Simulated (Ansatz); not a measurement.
A nudged elastic band was laid between two geometries of a periodic cell of 17 atoms, TiSi₁₆ (host Si, host structure diamond, interstitial Ti).

Theory: Ansatz 0.2.0, DFT PBE, scalar-relativistic, plane waves, PAW. Settings: PAW set soft_1, cutoff 420 eV, k mesh 2x2x2, gaussian smearing 0.02 eV, no spin polarisation.

| Quantity | Value |
| --- | --- |
| movable images | 3 |
| climbing image | yes |
| spring | 5.0 eV/Å² |
| optimiser | quadratic models (default) |
| start path | default |
| force threshold | 0.4 eV/Å |
| iteration limit | 50 |
| end points | relaxed |

Image 0:

```xyz
17
Lattice="0.0000 5.4300 5.4300 5.4300 0.0000 5.4300 5.4300 5.4300 0.0000" Properties=species:S:1:pos:R:3
Si 0.002 0.007 -0.035
Si 1.289 1.304 1.321
Si 2.714 2.721 -0.015
Si 4.131 4.145 1.315
Si 2.695 -0.034 2.716
Si 4.110 1.322 4.100
Si 5.466 2.739 2.713
Si 6.766 4.095 4.105
Si -0.049 2.697 2.721
Si 1.313 4.117 4.097
Si 2.735 5.479 2.718
Si 4.089 6.771 4.114
Si 2.712 2.720 5.455
Si 4.077 4.084 6.783
Si 5.429 5.431 5.458
Si 6.778 6.784 6.781
Ti 2.712 2.722 2.698
```

Image 4:

```xyz
17
Lattice="0.0000 5.4300 5.4300 5.4300 0.0000 5.4300 5.4300 5.4300 0.0000" Properties=species:S:1:pos:R:3
Si -0.009 0.007 -0.005
Si 1.355 1.335 1.360
Si 2.753 2.690 -0.038
Si 4.110 4.074 1.379
Si 2.720 0.007 2.725
Si 4.073 1.331 4.073
Si 5.409 2.683 2.736
Si 6.767 4.074 4.035
Si -0.044 2.692 2.759
Si 1.379 4.068 4.122
Si 2.773 5.469 2.786
Si 4.071 6.824 4.074
Si 2.732 2.673 5.413
Si 4.024 4.068 6.767
Si 5.360 5.469 5.372
Si 6.785 6.802 6.791
Ti 1.354 4.091 1.361
```

Q: What changes between the two ends?

A: Contacts lost: Si5–Ti17, Si6–Ti17, Si7–Ti17, Si13–Ti17. Contacts made: Si8–Ti17, Si14–Ti17, Si15–Ti17, Si16–Ti17. The atom that moves furthest is Ti17, by 2.35 Å.

Q: Give the energies along the band, and the barrier.

A: It converged. The highest image is number 2 of 0 to 4, 1.73 eV above the ends, which have the same energy within 2 meV. The threshold of 0.4 eV/Å is loose, so the images may lie well off the minimum-energy path. The order of the stationary point at the top wasn't checked. Limits of this set-up: coarse k mesh.

| image | path coordinate (Å) | energy (eV) | Si5–Ti17 (Å) | Si6–Ti17 (Å) | Si7–Ti17 (Å) |
| --- | --- | --- | --- | --- | --- |
| 0 | 0.00 | 0.00 | 2.76 | 2.42 | 2.75 |
| 1 | 0.72 | 0.70 | 3.02 | 2.62 | 3.02 |
| 2 | 1.43 | 1.73 | 3.54 | 3.34 | 3.54 |
| 3 | 2.15 | 0.53 | 4.13 | 4.08 | 4.13 |
| 4 | 2.88 | 0.00 | 4.49 | 4.67 | 4.47 |

Q: What is the geometry of the highest image?

A: 
```xyz
17
Lattice="0.0000 5.4300 5.4300 5.4300 0.0000 5.4300 5.4300 5.4300 0.0000" Properties=species:S:1:pos:R:3
Si -0.132 0.131 -0.129
Si 1.271 1.240 1.278
Si 2.795 2.637 -0.133
Si 4.195 4.157 1.282
Si 2.666 0.000 2.673
Si 3.943 1.483 3.950
Si 5.431 2.757 2.675
Si 6.831 4.027 4.066
Si -0.138 2.636 2.798
Si 1.276 4.155 4.198
Si 2.801 5.567 2.803
Si 4.212 6.653 4.218
Si 2.668 2.757 5.437
Si 4.059 4.027 6.837
Si 5.561 5.295 5.568
Si 6.834 6.793 6.840
Ti 2.016 3.417 2.019
```

Time of the run: 2.1 min on 1 thread of Arm Neoverse V1, on a shared host, peak memory 0.75 GiB.
